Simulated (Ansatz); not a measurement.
Task: a rigid scan of one bond angle of BrH₄NOSn, SMILES [NH2][SnH]([OH])[Br], with the Ansatz DFT code, driven from Python. Give the script and its output. Settings (for the species named): PBE0, def2-SVP basis, multiplicity 1, D3BJ dispersion.

```tsv
atom	x (Å)	y (Å)	z (Å)
N	-0.4438	1.5563	0.2526
Sn	0.1869	-0.3453	0.2303
O	1.4763	-0.5699	-1.2433
Br	-1.6741	-1.8969	-0.1400
H	-1.2221	1.6502	0.9660
H	-0.9783	1.7677	-0.6727
H	0.9775	-0.7000	1.7705
H	1.7698	-1.5191	-1.2194
```

`brh4nosn.py`
```python
'''Energy of BrH4NOSn against one bond angle.'''

import ansatz as az
from ase import Atoms

atoms = Atoms(['N', 'Sn', 'O', 'Br', 'H', 'H', 'H', 'H'], positions=[
    (-0.4438, 1.5563, 0.2526),
    (0.1869, -0.3453, 0.2303),
    (1.4763, -0.5699, -1.2433),
    (-1.6741, -1.8969, -0.14),
    (-1.2221, 1.6502, 0.966),
    (-0.9783, 1.7677, -0.6727),
    (0.9775, -0.7, 1.7705),
    (1.7698, -1.5191, -1.2194),
])

# relax first, so that the scan starts from a minimum
first = (
    az.Crystal.molecule_from_ase(atoms).calculation()
    .basis(gaussian='def2-SVP')
    .functional('pbe0', dispersion='d3bj')
    .relax(force_tolerance=0.02, max_steps=80)  # relax until the tolerances are met
)
atoms.positions = first.run().report['positions_ang']

rows = []
for angle in [90, 100, 110, 120, 135, 150, 165, 179]:
    bent = atoms.copy()
    bent.set_angle(1, 2, 7, angle, indices=[7])
    setup = (
        az.Crystal.molecule_from_ase(bent).calculation()
        .basis(gaussian='def2-SVP')  # atom-centred Gaussian functions
        .functional('pbe0', dispersion='d3bj')
    )
    rows.append((angle, setup.run().report['free_energy_ev']))
floor = min(e for _, e in rows)
for angle, e in rows:
    print(f'angle Sn1-O2-H7 = {angle:3d} deg   {1000 * (e - floor):9.1f} meV')
```

```console
$ python brh4nosn.py
angle Sn1-O2-H7 =  90 deg       200.2 meV
angle Sn1-O2-H7 = 100 deg        49.5 meV
angle Sn1-O2-H7 = 110 deg         0.0 meV
angle Sn1-O2-H7 = 120 deg        25.4 meV
angle Sn1-O2-H7 = 135 deg       155.1 meV
angle Sn1-O2-H7 = 150 deg       330.8 meV
angle Sn1-O2-H7 = 165 deg       482.5 meV
angle Sn1-O2-H7 = 179 deg       551.3 meV
```

Reading the output:
- The scan is rigid, and the energies are electronic, in a modest basis. The zero is the lowest point of the grid, which needn't be the minimum.
- def2 sets replace the cores of elements past krypton by effective core potentials.
- Wall time of the script: 120 s on 1 thread of Arm Neoverse V2 (shared host), peak memory 0.34 GiB.

(A comment or docstring line of the script was reworded after the run, the code is as it ran.)
